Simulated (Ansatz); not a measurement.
# TiRe: the cost of one run

Program: Ansatz 0.2.0. Level of theory: DFT r²SCAN, frozen-core PAW, scalar-relativistic unless said. These are calculated values, not measurements.

1 further run of the same task is left out (set aside as unsound or not needed).

## 1. The system as given

Symmetry: Pm-3m, No. 221, cubic system. The conventional cell has a = 3.118 Å, b = 3.118 Å, c = 3.118 Å, α = 90.00°, β = 90.00°, γ = 90.00°. Around Ti (site symmetry m-3m) lie 8 Re at 2.70 Å. Re (site symmetry m-3m) has 8 Ti at 2.70 Å as nearest neighbours.

As a file:

```cif
data_structure
_symmetry_space_group_name_H-M 'P 1'
_symmetry_Int_Tables_number 1
_cell_length_a 3.1180
_cell_length_b 3.1180
_cell_length_c 3.1180
_cell_angle_alpha 90.000
_cell_angle_beta 90.000
_cell_angle_gamma 90.000
_cell_volume 30.31
loop_
_atom_site_label
_atom_site_type_symbol
_atom_site_fract_x
_atom_site_fract_y
_atom_site_fract_z
_atom_site_occupancy
Ti1 Ti 0.50000 0.50000 0.50000 1
Re1 Re 0.00000 0.00000 0.00000 1
```

Cartesian axes are those of the input's lattice vectors. The structure goes back to a database entry.

## 2. Cell and atoms relaxed, PAW

input.yaml

```yaml
crystal:
  lattice:
    - [3.118, 0.0, 0.0]
    - [0.0, 3.118, 0.0]
    - [0.0, 0.0, 3.118]
  atoms:
    - { symbol: Ti, position: [0.5, 0.5, 0.5] }
    - { symbol: Re, position: [0.0, 0.0, 0.0] }
kpoints:
  mp_grid: { grid: [14, 14, 14] }
scf:
  occupations: { method: fermi_dirac, width: 0.1 }
hamiltonian:
  xc: r2scan
  pseudopotentials: { kind: paw }
relax:
  f_tol: 0.002
  max_steps: 80
  cell: {}
output:
  forces: true
  stress: true
```

On the command line:

```bash
> ansatz run input.yaml --threads 1 --pin off --max-ram 2560MiB --backend cpu --events-out ev --progress --plain --runs-dir out
```

Q: Estimate wall time and peak memory on 1 thread of Intel Xeon 6975P-C (Granite Rapids), shared host.

About 17 s, with a peak of 0.5 GiB.
